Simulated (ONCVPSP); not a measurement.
# Pseudopotential generation for Ge: ONCV, PBE

Do these settings give a usable potential? It is generated, then checked for transferability, scattering, ghosts and hardness.

The numbers are computed with ONCVPSP 4.0.1.1 (patched build) (PBE, scalar-relativistic, spin-unpolarised reference atom).

## 1. The design

Typed settings, in words:

```
element                 : germanium (Ge, Z = 32)
type                    : optimised norm-conserving Vanderbilt (ONCV)
frozen core             : [Ar]
valence charge          : 14
reference configuration : 3d10 4s2 4p2
partial waves           : 4s: rc 1.40 bohr, ncon 3, nbas 6, qcut 4.6 1/bohr, 2 projectors, debl 3 Ha; 4p: rc 2.15 bohr, ncon 5, nbas 8, qcut 3.6 1/bohr, 2 projectors, debl 1.4 Ha; 3d: rc 0.80 bohr, ncon 4, nbas 9, qcut 18 1/bohr, 2 projectors, debl 3.4 Ha
local potential         : polynomial inside 0.60 bohr (lpopt 5, dvloc0 0 Ha)
core correction         : Teter function fitted to the true core (icmod 2), fcfact 0.2
```

The outer shells as boxes (Hund's rule for the drawing; the calculation is spin-unpolarised):

```
[Ar] core
3d [↑↓][↑↓][↑↓][↑↓][↑↓]
4s [↑↓]
4p [↑ ][↑ ][  ]
```

## 2. Generation

Contents of Ge.dat:

```
# ATOM AND REFERENCE CONFIGURATION
# atsym  z   nc   nv     iexc    psfile
  Ge 32.00    5    3        4      upf
#
#   n    l    f
    1    0    2.00
    2    0    2.00
    2    1    6.00
    3    0    2.00
    3    1    6.00
    3    2   10.00
    4    0    2.00
    4    1    2.00
#
# PSEUDOPOTENTIAL AND OPTIMIZATION
# lmax
    2
#
#   l,   rc,      ep,       ncon, nbas, qcut
    0    1.40    0.00    3    6    4.60
    1    2.15    0.00    5    8    3.60
    2    0.80    0.00    4    9   18.00
#
# LOCAL POTENTIAL
# lloc, lpopt,  rc(5),   dvloc0
    4    5    0.60    0.00
#
# VANDERBILT-KLEINMAN-BYLANDER PROJECTORs
# l, nproj, debl
    0    2    3.00
    1    2    1.40
    2    2    3.40
#
# MODEL CORE CHARGE
# icmod, fcfact, rcfact
    2    0.20    0.60
#
# LOG DERIVATIVE ANALYSIS
# epsh1, epsh2, depsh
   -3.00    5.00    0.02
#
# OUTPUT GRID
# rlmax, drl
    6.00    0.01
#
# TEST CONFIGURATIONS
# ncnf
    4
# nvcnf
#   n    l    f
    3
    3    2   10.00
    4    0    2.00
    4    1    1.00
#
    3
    3    2   10.00
    4    0    2.00
    4    1    0.00
#
    3
    3    2   10.00
    4    0    1.00
    4    1    0.00
#
    3
    3    2   10.00
    4    0    1.00
    4    1    2.00
#
```

Started as:

```
$ oncvpsp.x < Ge.dat > Ge.out
```

**Question.** What will these runs give? Wanted: cutoffs for 1 and 0.1 mHa per electron, occupied waves; bound ghosts; GHOST(+) flags; largest test error; largest phase difference near zero energy, channels read; rms error of d²Exc/dn², without and with the model core.

**Answer**, as computed:

```
                                                quantity                            value
  cutoffs for 1 and 0.1 mHa per electron, occupied waves                138 Ha and 154 Ha
                                            bound ghosts  s at -288.23 eV, p at -39.96 eV
                                          GHOST(+) flags                      s at 192 eV
                            largest test error (AE − PS)        -24 meV, for 3d10 4s1 4p0
largest phase difference near zero energy, channels read                        0.001 rad
 rms error of d²Exc/dn², without and with the model core                6.81 and 4.40 mHa
```

**Reading.** It has a bound ghost (s, p), a state that the atom doesn't have, and that rules the file out. The worst unpolarised test, 3d10 4s1 4p0, is off by 24 meV on 57.7 eV; by total energies transferability rates as good. Atomic tests can pass in spite of a ghost, since they solve only for the levels asked. It counts as very hard, with 138 Ha needed at the looser tolerance. At the looser tolerance the 3d wave is the slowest; 4s needs 9 Ha. Near zero energy the phases of the channels with partial waves agree within 0.001 rad. The pseudo curves have a pole with no partner nearby in the atom's: p at -1.46 Ha. The program also flags highly localised states, GHOST(+) (s). All of this concerns the isolated atom, not yet a solid.
